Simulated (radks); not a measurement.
**Sr⁴⁺ in [Ar] 3d10 4s2 4p3.75 4f0.25: an all-electron calculation**

Wanted: eigenvalues, radial structure and energy terms of the strontium ion Sr4+.

Program: radks (a radial shooting solver on a logarithmic mesh, Libxc functionals) version 1. Level of theory: scalar-relativistic Kohn-Sham, MS2 meta-GGA, spin-polarised, spherical densities, finite nucleus; open shells are filled with parallel spins first. These are calculated values, not measurements, unless marked.

### 1 Starting point

```
element            : strontium (Z = 38)
charge             : +4
electrons          : 34
configuration      : [Ar] 3d10 4s2 4p3.75 4f0.25
nuclear rms radius : 4.224 fm
```

### 2 The run

The run's settings:

```text
Z 38
configuration [Ar] 3d10 4s2 4p3.75 4f0.25
relativity scalar-relativistic
functional ms2,regtpss
spin polarised
nucleus finite rms 4.224 fm
c 137.035999084
```

Q: Predict the outcome of this run.

The runs gave:

```
                        quantity                   value
                    total energy     -3174.80112 hartree
exchange-correlation share of it                  3.26 %
                            −T/E                  1.0256
          highest occupied level       4f up, -18.172 eV
    most extended occupied level  4f up, <r> = 3.25 bohr
 radius at density 0.001 e/bohr³               3.20 bohr
    maxima of the radial density                       3
```

The radial density shows 3 maxima for 4 occupied principal shells; where shells overlap, one shows as a shoulder or not at all. −T/E is 1.026: with relativity the kinetic term as defined here no longer equals −E. This is not the tabulated ground configuration, so its levels and sizes aren't those of the ground state, and no measured value stands beside it.
